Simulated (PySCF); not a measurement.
# F4H6P2Si (trans-Si(PH3)2F4): the cost of one run

Programs: PySCF 2.14.0, with density-fitted response routines of our own. Each step states its level of theory. These are calculated values for one molecule in the gas phase, unless marked as measured. Atoms are numbered from 0 throughout.

**1. The starting structure**

13 atoms, charge 0, multiplicity 1; geometry from: GFN2-xTB. The atoms were then displaced at random by about 0.03 Å, so the start is not that level's minimum.

Bonds of the start (Å): Si0–P1 2.57, Si0–P5 2.55, Si0–F9 1.56, Si0–F10 1.72, Si0–F11 1.71, Si0–F12 1.53, P1–H2 1.37, P1–H3 1.44, P1–H4 1.36, P5–H6 1.41, P5–H7 1.35, P5–H8 1.35.

**2. Relaxing the molecule at PBE0-D3(BJ)/def2-SVP**

Job settings and geometry (Å):

```
{"job": {"xc": "PBE0", "basis": "def2-SVP", "d3": "d3bj", "grid": 1, "maxiter": 40, "shake": 0.03, "kind": "geom"}, "charge": 0, "multiplicity": 1}
Si     0.070120    -0.077230    -0.008790
P     -0.027460    -0.026480     2.554290
H      0.332890     1.089330     3.257130
H      0.861320    -0.926750     3.235720
H     -1.189880    -0.257940     3.231170
P      0.000530     0.027760    -2.559340
H      1.176410     0.336200    -3.268390
H     -0.807380     0.882000    -3.226090
H     -0.317240    -1.112680    -3.202690
F      1.629160    -0.017640     0.039640
F     -1.647960    -0.001140    -0.000740
F      0.034260     1.631100     0.009380
F     -0.084130    -1.598670    -0.039090
```

Command:

```
OMP_NUM_THREADS=1 python probes_run.py task.json out
```

This one command runs all jobs of the session in turn.

Q: Estimate the wall time and peak memory of this first job on 1 thread of Intel Xeon 6975P-C, shared host.

About 66 s, with a peak of 0.56 GiB.
